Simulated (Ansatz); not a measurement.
Working through a projected density of states of GePd, space group Pnma

With Ansatz's Python interface.

Notebook, run cell by cell (the value of a cell's last expression is shown):

**Cell 1**
```python
import ansatz as az
import matplotlib.pyplot as plt
import numpy as np
from pymatgen.core import Lattice, Structure
from pymatgen.io.ase import AseAtomsAdaptor

pmg_structure = Structure(
    Lattice([(5.782, 0.0, 0.0), (0.0, 3.481, 0.0), (0.0, 0.0, 6.259)]),
    ['Ge', 'Ge', 'Ge', 'Ge', 'Pd', 'Pd', 'Pd', 'Pd'],
    [
        (0.81, 0.75, 0.575),
        (0.19, 0.25, 0.425),
        (0.69, 0.25, 0.075),
        (0.31, 0.75, 0.925),
        (0.995, 0.75, 0.166),
        (0.005, 0.25, 0.834),
        (0.505, 0.25, 0.666),
        (0.495, 0.75, 0.334),
    ],
)
system = az.Crystal.from_ase(AseAtomsAdaptor.get_atoms(pmg_structure))
```

**Cell 2**
```python
system.resolved().tree()['lattice']
```
Output:
```text
((5.782, 0.0, 0.0), (0.0, 3.481, 0.0), (0.0, 0.0, 6.259))
```

**Cell 3**
```python
job = (
    system.calculation()
    .scf(tolerance=1e-08)
    .occupations('fermi_dirac', width=0.02)
    .functional('lda')
    .kpoints(mesh=(3, 5, 3), center='gamma')
    .basis(39 * az.Ry)
    .scf(extra_bands=22)
    .density_of_states(projected=True, method='smearing', broadening_width=0.15, energy_step=0.1)
)
session = job.session()
planned = session.plan(threads=1)
out = planned.execute()
summary = out.report
```

**Cell 4**
```python
out.unlabelled_reasons
```
Output:
```text
['no_forces']
```

**Cell 5**
```python
[(site.symbol, site.position_frac.round(4).tolist()) for site in out.lattice.sites]
```
Output:
```text
[(<Element.GE: 'Ge'>, [0.81, 0.75, 0.575]), (<Element.GE: 'Ge'>, [0.19, 0.25, 0.425]),
 (<Element.GE: 'Ge'>, [0.69, 0.25, 0.075]), (<Element.GE: 'Ge'>, [0.31, 0.75, 0.925]),
 (<Element.PD: 'Pd'>, [0.995, 0.75, 0.166]), (<Element.PD: 'Pd'>, [0.005, 0.25, 0.834]),
 (<Element.PD: 'Pd'>, [0.505, 0.25, 0.666]), (<Element.PD: 'Pd'>, [0.495, 0.75, 0.334])]
```

**Cell 6**
```python
summary['n_iterations'], summary['closed_by']
```
Output:
```text
(7, 'deck_thresholds')
```

**Cell 7**
```python
dos = out.density_of_states()
energy = np.asarray(dos.energies_ev) - dos.fermi_ev
curves = {}
for site in out.projected_density_of_states().sites:
    for shell in site.shells:
        weight = sum(np.sum(curve.g_bin_mean_per_ev, axis=0) for curve in shell.curves)
        name = f'{site.species} {shell.label}'
        curves[name] = curves.get(name, 0) + weight
```

**Cell 8**
```python
window = (energy > -6) & (energy < 6)
fig, ax = plt.subplots(figsize=(5.5, 3.5))
for name, g in curves.items():
    if g[window].max() > 0.05:
        ax.plot(energy[window], g[window], label=name, lw=1)
        print(f'{name:8s} peak {g[window].max():7.3f} states/eV at {energy[window][g[window].argmax()]:6.2f} eV')
ax.set(xlabel='E - E_F (eV)', ylabel='states/eV')
ax.legend(fontsize=7)
fig.tight_layout()
fig.savefig('pdos.png', dpi=100)
```
Output:
```text
Ge 4S    peak   0.576 states/eV at   1.25 eV
Ge 4P    peak   3.479 states/eV at   3.25 eV
Pd 4S    peak   0.091 states/eV at  -5.65 eV
Pd 4D    peak  14.887 states/eV at  -4.75 eV
```

These settings explore the input space; cutoff and mesh may be short of convergence. Spin is left out of this run. For a metal this k-point mesh is coarse: on a finer one energies can move by several to tens of meV an atom and pressures by half a GPa or more, differences at one mesh by less. Peaks are the largest values inside the energy window taken; deeper bands lie outside it. The structure is a deposited one; some such entries were measured under pressure or heat, so a shift against it needn't be the functional's error alone. Curves are summed over the cell's atoms. Only shells that the potentials hold have channels, so projections don't add up to the total, least of all where a shell is missing (p of most metals); heights and places of peaks move with the mesh. The density of states is complete only as far up as bands were computed. Hardware and time: 28 s on 1 thread of Arm Neoverse N1, on a shared host, peak memory 0.66 GiB.
